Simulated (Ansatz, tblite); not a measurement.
# Al(H2S)F3 (AlF₃H₂S): spin states and exact exchange

Is the singlet the ground state of Al(H2S)F3 (AlF₃H₂S)? Other spin states are computed and compared level by level.

The runs use Ansatz 0.2.0, Gaussian basis; as each input shows.

Levels to be run: triplet, at the geometry of the singlet (GFN1-xTB, GFN2-xTB, PBE0-D4/def2-TZVP, PBE-D4/def2-TZVP, r2SCAN-D4/def2-TZVP); the singlet's energies come from earlier runs.

## Step 1: The structure

The singlet was relaxed beforehand with PBE-D4/def2-SVP.

7 atoms, charge 0, spin multiplicity 1.

Bond lengths: Al1–S2 2.505 Å, Al1–F5 1.673 Å, Al1–F6 1.677 Å, Al1–F7 1.673 Å, S2–H3 1.365 Å, S2–H4 1.365 Å. Angles: S2–Al1–F5 99.2°, S2–Al1–F6 96.8°, S2–Al1–F7 99.1°, F5–Al1–F6 117.1°, F5–Al1–F7 119.6°, F6–Al1–F7 117.0°, Al1–S2–H3 93.7°, Al1–S2–H4 93.7°, H3–S2–H4 92.0°.

## Step 2: Triplet at the fixed geometry, GFN1-xTB

Tight binding, by tblite at 300 K electronic temperature and without a spin-polarisation term:

```python
tblite.interface.Calculator('GFN1-xTB', numbers, positions, charge=0, uhf=2).singlepoint()
```

Energy -585.2062 eV; 0.006 s.

## Step 3: Triplet at the fixed geometry, GFN2-xTB

Tight binding, by tblite at 300 K electronic temperature and without a spin-polarisation term:

```python
tblite.interface.Calculator('GFN2-xTB', numbers, positions, charge=0, uhf=2).singlepoint()
```

Energy -532.4256 eV; 0.004 s.

## Step 4: Triplet at the fixed geometry, PBE0-D4/def2-TZVP

Contents of in.yaml:

```yaml
crystal:
  periodic: [false, false, false]
  atoms:
    - {symbol: Al, position_ang: [0.136415, -0.233492, -0.996358]}
    - {symbol: S, position_ang: [0.151250, -0.251414, 1.508065]}
    - {symbol: H, position_ang: [0.516887, 1.060232, 1.603033]}
    - {symbol: H, position_ang: [-1.173965, 0.060527, 1.606011]}
    - {symbol: F, position_ang: [1.785752, -0.198127, -1.274315]}
    - {symbol: F, position_ang: [-0.698992, 1.208785, -1.179112]}
    - {symbol: F, position_ang: [-0.717347, -1.646512, -1.267334]}
basis:
  gaussian: {orbitals: def2-TZVP}
magnetization: {spin_polarized: true, initial_magnetization: 2}
hamiltonian: {xc: pbe0, dispersion: d4}
scf: {omitted_lower_state_checks: [starts]}
output: {orbitals: {seedname: orbitals}}
```

Started as:

```
$ ansatz run in.yaml --threads 4 --pin off --events-out ev --progress --plain --max-ram 3916MiB
```

What it wrote:

```text
Functional definition: PBE0
  name "PBE0"
  cite "Adamo & Barone, J. Chem. Phys. 110, 6158 (1999) doi:10.1063/1.478522"
  cite "Perdew, Burke & Ernzerhof, Phys. Rev. Lett. 77, 3865 (1996) doi:10.1103/PhysRevLett.77.3865"
  parent pbe
  parameter a = 0.25
  parameter kappa = 0.804
  parameter beta = 0.06672455060314922
  exchange = (1 - a)*pbe_x(kappa = kappa, mu = beta*pi^2/3) + a*exact_x
  correlation = pbe_c(beta = beta)
these checks for a lower state are left out or cut short: starts
1106 factors; their error is unknown
mean field evaluation 1: about -25594.5024 eV, gradient 4.9e1 eV
mean field evaluation 2: about -25461.6981 eV, gradient 1.6e2 eV
mean field evaluation 4: about -25601.7805 eV, gradient 2.6e1 eV
mean field evaluation 8: about -25605.4989 eV, gradient 8.1e-1 eV
mean field evaluation 16: about -25605.5739 eV, gradient 1.0e-2 eV
mean field -25605.57391174 eV, -940.9874851752 hartree, gradient 2.5e-5 eV, S^2 2.006832; 0 other end points of the search recorded, 0 dependent functions left out
reference -25605.57394528 eV, -940.9874864075 hartree; 30, 28 occupied and 149, 151 virtual orbitals, 1106 factors
Total energy: -25605.69040629 eV, -940.9917662709 hartree
Checks for a lower state left out: starts
```

Wall time 4.5 s (4 threads of Arm Neoverse V1, shared host).

From the report: HOMO -3.70 eV, LUMO -7.64 eV (over both spins; with the spin held, an empty level of the minority spin lies below the top filled one); ⟨S²⟩ 2.007 (pure: 2.00).

## Step 5: Triplet at the fixed geometry, PBE-D4/def2-TZVP

start.molden holds the orbitals of an earlier run on this state, given as this run's starting guess.

in.yaml: that of step 4 with these lines changed.

```diff
@@ -11,5 +11,5 @@
 basis:
-  gaussian: {orbitals: def2-TZVP}
+  gaussian: {orbitals: def2-TZVP, initial_orbitals: start.molden}
 magnetization: {spin_polarized: true, initial_magnetization: 2}
-hamiltonian: {xc: pbe0, dispersion: d4}
+hamiltonian: {xc: pbe, dispersion: d4}
 scf: {omitted_lower_state_checks: [starts]}
```

The command is unchanged.

What it wrote:

```text
Functional definition: PBE
  name "PBE"
  cite "Perdew, Burke & Ernzerhof, Phys. Rev. Lett. 77, 3865 (1996) doi:10.1103/PhysRevLett.77.3865"
  parent pbe
  parameter kappa = 0.804
  parameter beta = 0.06672455060314922
  exchange = pbe_x(kappa = kappa, mu = beta*pi^2/3)
  correlation = pbe_c(beta = beta)
these checks for a lower state are left out or cut short: starts
1076 factors; their error is unknown
mean field evaluation 1: about -25604.1616 eV, gradient 9.4e0 eV
mean field evaluation 2: about -25604.3626 eV, gradient 3.8e-1 eV
mean field evaluation 4: about -25604.3569 eV, gradient 8.1e-2 eV
mean field evaluation 8: about -25604.3569 eV, gradient 1.8e-5 eV
mean field -25604.35693358 eV, -940.9427620528 hartree, gradient 1.8e-5 eV, S^2 2.003569; 0 other end points of the search recorded, 0 dependent functions left out
reference -25604.35698062 eV, -940.9427637813 hartree; 30, 28 occupied and 149, 151 virtual orbitals, 1076 factors
Total energy: -25604.49418046 eV, -940.9478057824 hartree
Checks for a lower state left out: starts
```

It took 2.7 s on 4 threads of Arm Neoverse V1, shared host.

From the report: HOMO -2.42 eV, LUMO -8.46 eV (over both spins; with the spin held, an empty level of the minority spin lies below the top filled one); ⟨S²⟩ 2.004 (pure: 2.00).

## Step 6: Triplet at the fixed geometry, r2SCAN-D4/def2-TZVP

in.yaml: that of step 5 with these lines changed.

```diff
@@ -13,3 +13,3 @@
 magnetization: {spin_polarized: true, initial_magnetization: 2}
-hamiltonian: {xc: pbe, dispersion: d4}
+hamiltonian: {xc: r2scan, dispersion: d4}
 scf: {omitted_lower_state_checks: [starts]}
```

Same command.

What it wrote:

```text
Functional definition: r2SCAN
  name "r2SCAN"
  cite "Furness, Kaplan, Ning, Perdew & Sun, J. Phys. Chem. Lett. 11, 8208 (2020) doi:10.1021/acs.jpclett.0c02405"
  cite "Furness, Kaplan, Ning, Perdew & Sun, J. Phys. Chem. Lett. 11, 9248 (2020) doi:10.1021/acs.jpclett.0c03077"
  parent r2scan
  parameter k0 = 0.174
  parameter k1 = 0.065
  parameter a1 = 4.9479
  exchange = r2scan_x(k0 = k0, k1 = k1, a1 = a1)
  correlation = r2scan_c
these checks for a lower state are left out or cut short: starts
1076 factors; their error is unknown
mean field evaluation 1: about -25615.7616 eV, gradient 5.5e0 eV
mean field evaluation 2: about -25615.8094 eV, gradient 1.4e-1 eV
mean field evaluation 4: about -25615.7990 eV, gradient 4.3e-3 eV
mean field -25615.79903989 eV, -941.3632517038 hartree, gradient 4.3e-5 eV, S^2 2.007889; 0 other end points of the search recorded, 0 dependent functions left out
reference -25615.79905507 eV, -941.3632522617 hartree; 30, 28 occupied and 149, 151 virtual orbitals, 1076 factors
Total energy: -25615.83145637 eV, -941.3644429874 hartree
Checks for a lower state left out: starts
```

Run time: 7 s. Hardware: 4 threads of Arm Neoverse V1, shared host.

HOMO -2.80 eV, LUMO -8.31 eV (over both spins; with the spin held, an empty level of the minority spin lies below the top filled one); ⟨S²⟩ 2.008 (pure: 2.00).

## Step 7: Triplet less singlet, vertical

The singlet's energies are those of its earlier runs, whose logs aren't repeated here.

```csv
level,"triplet less singlet, vertical (eV)",time
GFN1-xTB,+5.663,0.011 s
GFN2-xTB,+6.196,0.008 s
PBE-D4/def2-TZVP,+6.206,4.1 s
r2SCAN-D4/def2-TZVP,+6.308,11 s
PBE0-D4/def2-TZVP,+6.446,6.5 s
```

Times add the two runs; a level without a time comes out of a correlated run. Tight binding without a spin term can't rank spin states.

## Step 8: What came out

```
                                                quantity                                   value
triplet less singlet, vertical, functionals in def2-TZVP  +6.206 (PBE-D4) to +6.446 eV (PBE0-D4)
```

In words: All functionals put the triplet above the singlet, over a spread of 0.240 eV. The checks for a lower triplet were left out, so another state of that spin may lie lower. These are electronic energies, without zero-point motion, entropy or surroundings.
